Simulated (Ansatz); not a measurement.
# Ta2SiO3: the cost of one run

Program: Ansatz 0.2.0. Level of theory: DFT PBE, scalar-relativistic, plane waves, PAW, unless a step names another level. These are calculated values, not measurements.

10 further runs of the same task are left out: 10 set aside as unsound or not needed.

### Step 1. The formula and the candidates

Pauling electronegativities: Ta 1.50, Si 1.90, O 3.44 (spread 1.94). The formula balances with common oxidation states: Ta +5, O -2, Si -4. Tabulated atomic sizes suggest about 12 Å³/atom. 35 candidates were drawn, by swapping species into database cells of other compounds, at random by space group and Wyckoff sites, or by hand, as the table says; time allowed 32 of them to run, and these are listed.

```csv
name,made from,space group no.,Wyckoff sites,atoms (primitive cell),V (Å³/atom)
c01,random,166,Ta 6c; Si 3b; O 9e,6,13.9
c02,database cell of Ti2CuSb3,115,"Ta 2g; Si 1a; O 2g, 1b",6,12.8
c03,random,123,"Ta 2f; Si 1b; O 2g, 1d",6,14.9
c04,built by hand: anion-ordered rutile,38,"Ta 2b, 2a; Si 2a; O 4e, 2a",6,12.0
c05,random,65,"Ta 4k; Si 2b; O 4f, 2c",6,12.4
c06,database cell of Er2Mg3Ru,123,"Ta 2h; Si 1a; O 2g, 1d",6,15.7
c07,built by hand: cubic anion-ordered fluorite,224,Ta 4b; Si 2a; O 6d,12,12.0
c08,database cell of NaCu2O3,65,"Ta 4i; Si 2d; O 4i, 2b",6,13.0
c09,database cell of Ba2PdO3,71,"Ta 4i; Si 2a; O 2d, 4i",6,11.4
c10,database cell of CsCu3O2,164,Ta 2d; Si 1b; O 3e,6,14.5
c11,database cell of Ca2In3Cu,8,"Ta 2a, 2a; Si 2a; O 2a, 2a, 2a",6,14.0
c12,database cell of Li2HfO3,12,"Ta 4i; Si 2a; O 4i, 2b",6,11.0
c13,random,187,"Ta 1a, 1e; Si 1b; O 2i, 1c",6,12.5
c14,built by hand: Sr2CuO3,71,"Ta 4i; Si 2a; O 2d, 4i",6,12.0
c15,random,99,"Ta 1b, 1a; Si 1b; O 1b, 2c",6,13.2
c16,random,99,"Ta 2c; Si 1b; O 1b, 2c",6,12.3
c17,database cell of Ho2In3Cu,156,"Ta 1b, 1b; Si 1a; O 1c, 1c, 1a",6,13.2
c18,random,160,"Ta 3a, 3a; Si 3a; O 9b",6,13.2
c19,built by hand: anion-ordered baddeleyite (TaON-derived),2,"Ta 2i, 2i; Si 2i; O 2i, 2i, 2i",12,12.0
c20,database cell of HoCo3B2,191,Ta 2c; Si 1a; O 3g,6,11.7
c21,random,139,"Ta 4e; Si 2b; O 4d, 2a",6,13.1
c22,database cell of Zr3HC2,164,"Ta 2d; Si 1a; O 1b, 2d",6,11.8
c23,built by hand: layered anion-ordered fluorite,115,"Ta 2g; Si 1a; O 1c, 1d, 1b",6,12.0
c24,random,38,"Ta 4e; Si 2a; O 4c, 2a",6,15.2
c25,database cell of CrFe3B2,42,"Ta 8b; Si 4a; O 4a, 8c",6,11.2
c26,random,65,"Ta 4j; Si 2c; O 4k, 2d",6,14.0
c28,random,191,"Ta 2e; Si 1b; O 2d, 1a",6,14.9
c29,database cell of Er2Al3Cu,166,Ta 6c; Si 3a; O 9d,6,13.2
c30,random,183,"Ta 2b; Si 1a; O 2b, 1a",6,15.3
c31,random,123,"Ta 1c, 1a; Si 1d; O 2e, 1b",6,13.6
c32,random,123,"Ta 1c, 1d; Si 1b; O 2e, 1a",6,14.1
c33,random,65,"Ta 4e; Si 2b; O 2c, 4i",6,12.3
```

### Step 2. Screening run of c02

Contents of input.yaml:

```yaml
crystal:
  lattice:
    - [3.26625244, 0.0, 0.0]
    - [0.0, 3.26625244, 0.0]
    - [0.0, 0.0, 7.19586079]
  atoms:
    - { symbol: Ta, position: [0.0, 0.5, 0.73150003] }
    - { symbol: Ta, position: [0.5, 0.0, 0.26849997] }
    - { symbol: Si, position: [0.0, 0.0, 0.0] }
    - { symbol: O, position: [0.0, 0.5, 0.38350001] }
    - { symbol: O, position: [0.5, 0.0, 0.61649999] }
    - { symbol: O, position: [0.5, 0.5, 0.0] }
basis:
  ecutwfc: 420
kpoints:
  mp_grid: { grid: [4, 4, 2] }
hamiltonian:
  xc: pbe
scf:
  occupations: { method: gaussian, width: 0.15 }
  lower_state_search: "off"
output:
  forces: true
  stress: true
  eigenvalues: true
relax:
  adjacent_minimum: "off"
  f_tol: 0.08
  max_steps: 16
  cell: { stress_tol: 0.8 }
```

Run with:

```bash
$ ansatz run input.yaml --threads 1 --pin off --max-ram 2560MiB --backend cpu --events-out ev --progress --plain --runs-dir out
```

Q: Estimate wall time and peak memory on 1 thread of Intel Xeon Platinum 8488C (Sapphire Rapids), shared host.

About 23 s, with a peak of 0.39 GiB.
